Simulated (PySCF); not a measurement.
# ZrHCl3 (ZrHCl3): fields and orbitals

Aim: take ZrHCl3 (ZrHCl3) and compute its lowest excited states and see where an electron leaves and enters.

The runs use PySCF 2.14.0; levels as typed in each script, gas phase, geometry from GFN2-xTB.

## 1. Where the work starts

5 atoms, charge 0, spin multiplicity 1.

Bond lengths: Zr1–H2 1.757 Å, Zr1–Cl3 2.274 Å, Zr1–Cl4 2.275 Å, Zr1–Cl5 2.274 Å. Angles: H2–Zr1–Cl3 117.2°, H2–Zr1–Cl4 117.2°, H2–Zr1–Cl5 117.2°, Cl3–Zr1–Cl4 100.8°, Cl3–Zr1–Cl5 100.8°, Cl4–Zr1–Cl5 100.8°.

Coordinates:

| atom | x (Å) | y (Å) | z (Å) |
| --- | --- | --- | --- |
| Zr1 | 0.00037 | 0.00000 | 0.55703 |
| H2 | 0.00048 | -0.00017 | 2.31398 |
| Cl3 | -0.14818 | 2.01745 | -0.48223 |
| Cl4 | -1.67352 | -1.13679 | -0.48200 |
| Cl5 | 1.82081 | -0.88065 | -0.48255 |

## 2. Excited states (wB97X/def2-svpd)

File input.py:

```python
import numpy as np
from pyscf import gto, scf, dft, tdscf
from pyscf.scf import atom_ks, atom_hf
from scipy.linalg import block_diag

def solve(mol, dm0=None, hcore=None):
    mf = (dft.UKS if mol.spin else dft.RKS)(mol, xc='wb97x')
    mf.grids.level = 3
    mf = mf.density_fit(auxbasis='def2-universal-jkfit')
    mf.conv_tol, mf.max_cycle = 1e-8, 80
    if hcore is not None:
        mf.get_hcore = lambda *args: hcore
    mf.kernel(dm0)
    if not mf.converged:
        mf = mf.newton().run(mf.mo_coeff, mf.mo_occ, max_cycle=30)
    assert mf.converged, 'SCF not converged'
    return mf

mol = gto.M(atom='''
Zr     0.00037     0.00000     0.55703
H      0.00048    -0.00017     2.31398
Cl    -0.14818     2.01745    -0.48223
Cl    -1.67352    -1.13679    -0.48200
Cl     1.82081    -0.88065    -0.48255
''', basis='def2-svpd', ecp={'Zr': 'def2-svpd'}, charge=0, spin=0, verbose=4)
mf = solve(mol)
td = mf.TDA()
td.nstates, td.singlet, td.conv_tol = 6, False, 1e-5
td.kernel()
td.analyze()
x, y = np.array([p[0] for p in td.xy]), np.array([p[1] + 0 * p[0] for p in td.xy])
f, mu = np.zeros(len(td.e)), np.zeros((len(td.e), 3))
nto = [td.get_nto(state=i + 1, verbose=4) for i in range(len(td.e))]
# spherically averaged free atoms, for the promolecule
atom_ks.AtomSphAverageRKS.init_guess_by_vsap = lambda self, mol=None: self.init_guess_by_minao(mol)  # core potentials
atm = atom_ks.get_atm_nrks(mol, xc='wb97x')
pro = block_diag(*[(atm[a[0]][2] * atm[a[0]][3]) @ atm[a[0]][2].T for a in mol._atom])
np.savez('result.npz', e=td.e, f=f, ok=td.converged, w=[n[0] for n in nto], nto=[n[1] for n in nto], x=x, y=y, c=mf.mo_coeff, occ=mf.mo_occ, eps=mf.mo_energy, pro=pro, mu=mu)
```

Run with:

```
> OMP_NUM_THREADS=1 python input.py
```

What it wrote:

```text
[ENV] PYSCF_TMPDIR <dir>
[ENV] PYSCF_MAX_MEMORY 1375
[INPUT] verbose = 4
[INPUT] num. atoms = 5
[INPUT] num. electrons = 64
[INPUT] charge = 0
[INPUT] spin (= nelec alpha-beta = 2S) = 0
[INPUT] symmetry False subgroup None
[INPUT] Mole.unit = angstrom
[INPUT] Symbol           X                Y                Z      unit          X                Y                Z       unit  Magmom
[INPUT]  1 Zr     0.000370000000   0.000000000000   0.557030000000 AA    0.000699198666   0.000000000000   1.052634143166 Bohr   0.0
[INPUT]  2 H      0.000480000000  -0.000170000000   2.313980000000 AA    0.000907068540  -0.000321253441   4.372788457721 Bohr   0.0
[INPUT]  3 Cl    -0.148180000000   2.017450000000  -0.482230000000 AA   -0.280019617138   3.812427970004  -0.911282629049 Bohr   0.0
[INPUT]  4 Cl    -1.673520000000  -1.136790000000  -0.482000000000 AA   -3.162494463982  -2.148221761144  -0.910847992040 Bohr   0.0
[INPUT]  5 Cl     1.820810000000  -0.880650000000  -0.482550000000 AA    3.440832224869  -1.664187311598  -0.911887341409 Bohr   0.0

nuclear repulsion = 284.783499237328
number of shells = 49
number of NR pGTOs = 205
number of NR cGTOs = 123
basis = def2-svpd
ecp = {'Zr': 'def2-svpd'}

******** <class 'pyscf.df.df_jk.DFRKS'> ********
method = DFRKS
initial guess = minao
damping factor = 0
level_shift factor = 0
DIIS = <class 'pyscf.scf.diis.CDIIS'>
diis_start_cycle = 1
diis_space = 8
diis_damp = 0
SCF conv_tol = 1e-08
SCF conv_tol_grad = None
SCF max_cycles = 80
direct_scf = False
XC library pyscf.dft.libxc version 7.0.0
    S. Lehtola, C. Steigemann, M. J.T. Oliveira, and M. A.L. Marques.,  SoftwareX 7, 1–5 (2018)
XC functionals = wb97x
    J.-D. Chai and M. Head-Gordon.,  J. Chem. Phys. 128, 084106 (2008)
radial grids:
    Treutler-Ahlrichs [JCP 102, 346 (1995); DOI:10.1063/1.469408] (M4) radial grids

becke partition: Becke, JCP 88, 2547 (1988); DOI:10.1063/1.454033
pruning grids: <function nwchem_prune at 0xe3e4ec98f600>
grids dens level: 3
symmetrized grids: False
atomic radii adjust function: <function treutler_atomic_radii_adjust at 0xe3e4ec9c4540>
small_rho_cutoff = 0
Set gradient conv threshold to 0.0001
Initial guess from minao.
tot grids = 88840
******** <class 'pyscf.df.df.DF'> ********
auxbasis = def2-universal-jkfit
******** <class 'pyscf.df.df.DF'> ********
auxbasis = auxmol.basis = def2-universal-jkfit
init E= -1421.83149031806
  HOMO = -0.585934788677042  LUMO = -0.37287446891347  gap/eV = 5.79767
cycle= 1 E= -1427.92914385191  delta_E= -6.1  |g|= 0.614  |ddm|= 4.01
  HOMO = -0.353075536131932  LUMO = 0.0589061697231715  gap/eV = 11.21059
cycle= 2 E= -1427.96220221599  delta_E= -0.0331  |g|= 0.493  |ddm|= 1.74
  HOMO = -0.426085499020606  LUMO = -0.020412741118235  gap/eV = 11.03892
cycle= 3 E= -1428.03245095661  delta_E= -0.0702  |g|= 0.0768  |ddm|= 0.739
  HOMO = -0.427177539975745  LUMO = -0.0184334862202081  gap/eV = 11.12249
cycle= 4 E= -1428.03409997533  delta_E= -0.00165  |g|= 0.0191  |ddm|= 0.116
  HOMO = -0.429029329800341  LUMO = -0.0179590588919086  gap/eV = 11.18579
cycle= 5 E= -1428.03421452941  delta_E= -0.000115  |g|= 0.00464  |ddm|= 0.0304
  HOMO = -0.428497866592709  LUMO = -0.0176383131507281  gap/eV = 11.18006
cycle= 6 E= -1428.03422461793  delta_E= -1.01e-05  |g|= 0.00151  |ddm|= 0.00959
  HOMO = -0.428685312854531  LUMO = -0.017778116479546  gap/eV = 11.18135
cycle= 7 E= -1428.03422611411  delta_E= -1.5e-06  |g|= 0.000338  |ddm|= 0.00367
  HOMO = -0.428648802287735  LUMO = -0.0177410448593507  gap/eV = 11.18137
cycle= 8 E= -1428.03422622881  delta_E= -1.15e-07  |g|= 0.000119  |ddm|= 0.0011
  HOMO = -0.428654216483971  LUMO = -0.0177227210866688  gap/eV = 11.18202
cycle= 9 E= -1428.03422624141  delta_E= -1.26e-08  |g|= 1.81e-05  |ddm|= 0.000521
  HOMO = -0.428654689739116  LUMO = -0.0177202432653935  gap/eV = 11.18210
cycle= 10 E= -1428.03422624181  delta_E= -4.03e-10  |g|= 4.96e-06  |ddm|= 0.000102
  HOMO = -0.428654481388495  LUMO = -0.0177204358880854  gap/eV = 11.18208
Extra cycle  E= -1428.03422624184  delta_E= -2.32e-11  |g|= 2.3e-06  |ddm|= 1.49e-05
converged SCF energy = -1428.03422624184

******** <class 'pyscf.tdscf.rks.TDA'> for <class 'pyscf.df.df_jk.DFRKS'> ********
nstates = 6 triplet
deg_eia_thresh = 1.000e-03
wfnsym = None
conv_tol = 1e-05
eigh lindep = 1e-12
eigh level_shift = 0
eigh max_cycle = 100

Excitation energies (eV)
[4.64143242 4.64196149 5.77888827 5.77900569 5.8601745  5.86324287]

** Triplet excitation energies and oscillator strengths **
Excited State   1:      4.64143 eV    267.12 nm  f=0.0000
      26 -> 33       -0.15300
      32 -> 33       -0.67123
      32 -> 34       -0.10207
Excited State   2:      4.64196 eV    267.09 nm  f=0.0000
      26 -> 34        0.15295
      32 -> 33       -0.10207
      32 -> 34        0.67122
Excited State   3:      5.77889 eV    214.55 nm  f=0.0000
      26 -> 36        0.10835
      32 -> 35       -0.28480
      32 -> 36        0.61819
Excited State   4:      5.77901 eV    214.54 nm  f=0.0000
      26 -> 35       -0.10792
      32 -> 35       -0.61818
      32 -> 36       -0.28480
Excited State   5:      5.86017 eV    211.57 nm  f=0.0000
      26 -> 37       -0.12388
      32 -> 37       -0.65018
      32 -> 38        0.17137
Excited State   6:      5.86324 eV    211.46 nm  f=0.0000
      31 -> 33        0.22514
      31 -> 34       -0.57801
      31 -> 36       -0.23460

** Transition electric dipole moments (AU) **
state          X           Y           Z        Dip. S.      Osc.
  1         0.0000      0.0000      0.0000      0.0000      0.0000
  2         0.0000      0.0000      0.0000      0.0000      0.0000
  3         0.0000      0.0000      0.0000      0.0000      0.0000
  4         0.0000      0.0000      0.0000      0.0000      0.0000
  5         0.0000      0.0000      0.0000      0.0000      0.0000
  6         0.0000      0.0000      0.0000      0.0000      0.0000

WARN: ECP detected. Skipping calculation of transition velocity and magnetic dipole moments, which have not yet been implemented.

State 1: 4.64143 eV  NTO largest component 0.9981648288396118
    occ-NTO: 0.973418 (MO #32)
    vir-NTO: 0.975393 (MO #33)
State 2: 4.64196 eV  NTO largest component 0.9981618279998238
    occ-NTO: 0.973419 (MO #32)
    vir-NTO: 0.975378 (MO #34)
State 3: 5.77889 eV  NTO largest component 0.9874638591181227
    occ-NTO: 0.984658 (MO #32)
    vir-NTO: -0.411678 (MO #35) + 0.893616 (MO #36)
State 4: 5.77901 eV  NTO largest component 0.987362358872718
    occ-NTO: 0.984651 (MO #32)
    vir-NTO: 0.893634 (MO #35) + 0.411725 (MO #36)
State 5: 5.86017 eV  NTO largest component 0.9758660142626348
    occ-NTO: 0.980785 (MO #32)
    vir-NTO: 0.947813 (MO #37)
State 6: 5.86324 eV  NTO largest component 0.9150228100820166
    occ-NTO: 0.983265 (MO #31)
    vir-NTO: -0.336549 (MO #33) + 0.865125 (MO #34) + 0.363475 (MO #36)
Spherically averaged atomic KS for {'Cl', 'H', 'Zr'}

******** <class 'pyscf.scf.atom_ks.AtomSphAverageRKS'> ********
method = AtomSphAverageRKS
initial guess = vsap
damping factor = 0
level_shift factor = 0
diis_start_cycle = 1
diis_space = 12
SCF conv_tol = 1e-09
SCF conv_tol_grad = None
SCF max_cycles = 50
direct_scf = True
direct_scf_tol = 1e-13
XC library pyscf.dft.libxc version 7.0.0
    S. Lehtola, C. Steigemann, M. J.T. Oliveira, and M. A.L. Marques.,  SoftwareX 7, 1–5 (2018)
XC functionals = wb97x
    J.-D. Chai and M. Head-Gordon.,  J. Chem. Phys. 128, 084106 (2008)
radial grids:
    Treutler-Ahlrichs [JCP 102, 346 (1995); DOI:10.1063/1.469408] (M4) radial grids

becke partition: Becke, JCP 88, 2547 (1988); DOI:10.1063/1.454033
pruning grids: <function nwchem_prune at 0xe3e4ec98f600>
grids dens level: 3
symmetrized grids: False
atomic radii adjust function: <function treutler_atomic_radii_adjust at 0xe3e4ec9c4540>
User specified grid scheme (100, 434)
small_rho_cutoff = 0
Set gradient conv threshold to 3.16228e-05
tot grids = 23792
init E= 244.191827957994
cycle= 1 E= 238.223281119297  delta_E= -5.97  |g|=    0  |ddm|= 2.44
cycle= 2 E= 238.183220758922  delta_E= -0.0401  |g|=    0  |ddm|= 1.67
cycle= 3 E= 238.154074113791  delta_E= -0.0291  |g|=    0  |ddm|= 0.686
cycle= 4 E= 238.152275349568  delta_E= -0.0018  |g|=    0  |ddm|= 0.361
cycle= 5 E= 238.151151504248  delta_E= -0.00112  |g|=    0  |ddm|= 0.138
cycle= 6 E= 238.151077253659  delta_E= -7.43e-05  |g|=    0  |ddm|= 0.0732
cycle= 7 E= 238.151034084313  delta_E= -4.32e-05  |g|=    0  |ddm|= 0.0276
cycle= 8 E= 238.151030917432  delta_E= -3.17e-06  |g|=    0  |ddm|= 0.015
cycle= 9 E= 238.15102909511  delta_E= -1.82e-06  |g|=    0  |ddm|= 0.0057
cycle= 10 E= 238.151028960913  delta_E= -1.34e-07  |g|=    0  |ddm|= 0.00308
cycle= 11 E= 238.151028883568  delta_E= -7.73e-08  |g|=    0  |ddm|= 0.00118
cycle= 12 E= 238.151028877949  delta_E= -5.62e-09  |g|=    0  |ddm|= 0.000628
cycle= 13 E= 238.151028874427  delta_E= -3.52e-09  |g|=    0  |ddm|= 0.000155
cycle= 14 E= 238.151028874496  delta_E= 6.88e-11  |g|=    0  |ddm|= 6.45e-05
Extra cycle  E= 238.151028874388  delta_E= -1.08e-10  |g|=    0  |ddm|= 8.54e-05
Atomic HF for atom  Zr  converged. SCF energy = 238.151028874388

******** <class 'pyscf.scf.atom_ks.AtomSphAverageRKS'> ********
method = AtomSphAverageRKS
initial guess = vsap
damping factor = 0
level_shift factor = 0
diis_start_cycle = 1
diis_space = 12
SCF conv_tol = 1e-09
SCF conv_tol_grad = None
SCF max_cycles = 50
direct_scf = True
direct_scf_tol = 1e-13
XC library pyscf.dft.libxc version 7.0.0
    S. Lehtola, C. Steigemann, M. J.T. Oliveira, and M. A.L. Marques.,  SoftwareX 7, 1–5 (2018)
XC functionals = wb97x
    J.-D. Chai and M. Head-Gordon.,  J. Chem. Phys. 128, 084106 (2008)
radial grids:
    Treutler-Ahlrichs [JCP 102, 346 (1995); DOI:10.1063/1.469408] (M4) radial grids

becke partition: Becke, JCP 88, 2547 (1988); DOI:10.1063/1.454033
pruning grids: <function nwchem_prune at 0xe3e4ec98f600>
grids dens level: 3
symmetrized grids: False
atomic radii adjust function: <function treutler_atomic_radii_adjust at 0xe3e4ec9c4540>
User specified grid scheme (100, 434)
small_rho_cutoff = 0
Set gradient conv threshold to 3.16228e-05
tot grids = 26240
init E= 284.409065937893
cycle= 1 E= 284.39382594662  delta_E= -0.0152  |g|=    0  |ddm|= 0.26
cycle= 2 E= 284.39373817935  delta_E= -8.78e-05  |g|=    0  |ddm|= 0.02
cycle= 3 E= 284.393737826606  delta_E= -3.53e-07  |g|=    0  |ddm|= 0.00127
cycle= 4 E= 284.393737825237  delta_E= -1.37e-09  |g|=    0  |ddm|= 7.92e-05
cycle= 5 E= 284.393737825233  delta_E= -3.81e-12  |g|=    0  |ddm|= 2.47e-06
Extra cycle  E= 284.393737825231  delta_E= -1.48e-12  |g|=    0  |ddm|= 2.61e-06
Atomic HF for atom  H  converged. SCF energy = 284.393737825231

******** <class 'pyscf.scf.atom_ks.AtomSphAverageRKS'> ********
method = AtomSphAverageRKS
initial guess = vsap
damping factor = 0
level_shift factor = 0
diis_start_cycle = 1
diis_space = 12
SCF conv_tol = 1e-09
SCF conv_tol_grad = None
SCF max_cycles = 50
direct_scf = True
direct_scf_tol = 1e-13
XC library pyscf.dft.libxc version 7.0.0
    S. Lehtola, C. Steigemann, M. J.T. Oliveira, and M. A.L. Marques.,  SoftwareX 7, 1–5 (2018)
XC functionals = wb97x
    J.-D. Chai and M. Head-Gordon.,  J. Chem. Phys. 128, 084106 (2008)
radial grids:
    Treutler-Ahlrichs [JCP 102, 346 (1995); DOI:10.1063/1.469408] (M4) radial grids

becke partition: Becke, JCP 88, 2547 (1988); DOI:10.1063/1.454033
pruning grids: <function nwchem_prune at 0xe3e4ec98f600>
grids dens level: 3
symmetrized grids: False
atomic radii adjust function: <function treutler_atomic_radii_adjust at 0xe3e4ec9c4540>
User specified grid scheme (100, 434)
small_rho_cutoff = 0
Set gradient conv threshold to 3.16228e-05
tot grids = 23744
init E= -175.049834823667
cycle= 1 E= -175.082476622224  delta_E= -0.0326  |g|=    0  |ddm|= 0.138
cycle= 2 E= -175.082500242968  delta_E= -2.36e-05  |g|=    0  |ddm|= 0.0113
cycle= 3 E= -175.082502226633  delta_E= -1.98e-06  |g|=    0  |ddm|= 0.00642
cycle= 4 E= -175.082502511142  delta_E= -2.85e-07  |g|=    0  |ddm|= 0.00183
cycle= 5 E= -175.082502558959  delta_E= -4.78e-08  |g|=    0  |ddm|= 0.000975
cycle= 6 E= -175.082502567485  delta_E= -8.53e-09  |g|=    0  |ddm|= 0.000362
cycle= 7 E= -175.082502569283  delta_E= -1.8e-09  |g|=    0  |ddm|= 9.09e-05
cycle= 8 E= -175.082502569363  delta_E= -8e-11  |g|=    0  |ddm|= 1.62e-05
Extra cycle  E= -175.082502569378  delta_E= -1.5e-11  |g|=    0  |ddm|= 1.75e-05
Atomic HF for atom  Cl  converged. SCF energy = -175.082502569378
```

It took 8.1 min on 1 thread of Arm Neoverse V2, shared host; peak memory 0.68 GiB.

The free atoms at the end serve only for the promolecule density; their printed energies are not used.

## 3. Analysis of result.npz

TDA triplet states:

| state | energy (eV) | leading pair's weight |
| --- | --- | --- |
| T1 | 4.64 | 1.00 |
| T2 | 4.64 | 1.00 |
| T3 | 5.78 | 0.99 |
| T4 | 5.78 | 0.99 |
| T5 | 5.86 | 0.98 |
| T6 | 5.86 | 0.92 |

(Part 1 of 2 ends here.)
